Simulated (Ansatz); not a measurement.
# CH2OZn: small, medium and large basis sets

One table from this session's results is given with a row withheld; the runs are named, their logs left out.

The runs use Ansatz 0.2.0, Gaussian basis; one geometry, several basis sets.

The runs, in order: PBE0-D4/def2-SVP; ωB97M-V/def2-SVP; PBE0-D4/def2-QZVPP; ωB97M-V/def2-QZVPP; the functionals' def2-TZVPP values are taken from earlier runs.

### The relaxed structure

All runs share one geometry, relaxed beforehand with PBE0-D4 in a triple-zeta def2 set.

5 atoms, charge 0, spin multiplicity 1.

Atoms are counted from 1 here; the program's logs count them from 0.

Bond lengths: C1–O2 1.196 Å, C1–H4 1.108 Å, C1–H5 1.109 Å. Angles: O2–C1–H4 121.9°, O2–C1–H5 121.9°, H4–C1–H5 116.2°.

Coordinates:

```
C    -0.4033    0.4220   -0.4589
O    -0.9226   -0.5160    0.0719
Zn    1.6735   -1.7413    1.7825
H    -0.9656    1.0984   -1.1322
H     0.6679    0.6634   -0.3048
```

The first run:

in.yaml

```yaml
crystal:
  periodic: [false, false, false]
  atoms:
    - {symbol: C, position_ang: [-0.403264, 0.421953, -0.458864]}
    - {symbol: O, position_ang: [-0.922645, -0.515965, 0.071874]}
    - {symbol: Zn, position_ang: [1.673485, -1.741271, 1.782545]}
    - {symbol: H, position_ang: [-0.965564, 1.098369, -1.132181]}
    - {symbol: H, position_ang: [0.667888, 0.663416, -0.304773]}
basis:
  gaussian: {orbitals: def2-SVP}
hamiltonian: {xc: pbe0, dispersion: d4}
output: {orbitals: {seedname: orbitals}}
```

Started as:

```sh
$ ansatz run in.yaml --threads 2 --pin off --events-out ev --progress --plain --max-ram 4352MiB
```

Among the steps run: PBE0-D4 in def2-SVP; ωB97M-V in def2-SVP; PBE0-D4 in def2-QZVPP; ωB97M-V in def2-QZVPP.

One table of the session follows, with a row left open; its other results are not shown here.

It belongs to the step «Density functionals: the series». 

| functional | basis | HOMO (eV) |
| --- | --- | --- |
| PBE0-D4 | def2-SVP | ? |
| PBE0-D4 | def2-TZVPP | -6.28 |
| PBE0-D4 | def2-QZVPP | -6.28 |
| ωB97M-V | def2-SVP | -8.10 |
| ωB97M-V | def2-TZVPP | -8.37 |
| ωB97M-V | def2-QZVPP | -8.38 |

**Question.** Estimate the row for PBE0-D4, def2-SVP.

The run gave: HOMO (eV): -6.01. In the column «HOMO (eV)» it is the highest.
